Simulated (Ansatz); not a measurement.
# BGa2H: the cost of one run

Computed with Ansatz 0.2.0, Gaussian basis. Level: cc-pVDZ, all electrons in the functionals, frozen cores in the correlation of double hybrids and RPA.

Plan: wB97M-V, B2PLYP, RPA-PBE, at 2.143 Å; 2.363 Å; 2.626 Å; 2.856 Å; 3.271 Å; 3.646 Å; 4.298 Å; 4.849 Å; 5.872 Å; 7.239 Å; 8.806 Å (not every functional at every point).

32 further runs of the same task are left out: 2 for a mislabelled method, 24 that didn't finish, 6 set aside as unsound or not needed.

### Step 1. The system

The geometry derives from a PBE0/def2-TZVP stationary point (not a proven minimum). One bond is set to the value named and the two fragments are kept rigid. No spin-orbit coupling is included. The filled d shell of Ga may be among the frozen orbitals whatever the setting's name suggests; the logs give the count.

4 atoms, charge 0, spin multiplicity 3.

Atoms are counted from 1 here; the program's logs count them from 0.

Bond lengths: B1–Ga2 1.941 Å, B1–H4 1.189 Å, Ga2–Ga3 2.626 Å. Angles: Ga2–B1–H4 180.0°, B1–Ga2–Ga3 180.0°.

No dispersion term is added; wB97M-V holds VV10 nonlocal correlation.

The geometry shown and the zero of energy belong to the point 2.626 Å. The yardstick, UCCSDT(Q), and other wave-function levels (R restricted, U unrestricted, valence and pair active spaces) come from earlier runs.

### Step 2. wB97M-V, 2.143 Å

Contents of in.yaml:

```yaml
crystal:
  periodic: [false, false, false]
  atoms:
    - {symbol: B, position_ang: [0.000000, 0.000000, 1.209110]}
    - {symbol: Ga, position_ang: [0.000000, 0.000000, -0.731874]}
    - {symbol: Ga, position_ang: [0.000000, 0.000000, -2.874874]}
    - {symbol: H, position_ang: [0.000000, 0.000000, 2.397638]}
basis:
  gaussian: {orbitals: cc-pVDZ}
magnetization: {spin_polarized: true, initial_magnetization: 2}
hamiltonian: {xc: {name: wB97M-V}}
output: {orbitals: {seedname: orbitals}}
```

Run with:

```
$ ansatz run in.yaml --threads 1 --pin off --events-out ev --progress --plain --max-ram 2393MiB
```

Q: Estimate wall time and peak memory on 1 thread of Intel Xeon Platinum 8488C, shared host.

About 16 s, with a peak of 0.38 GiB.
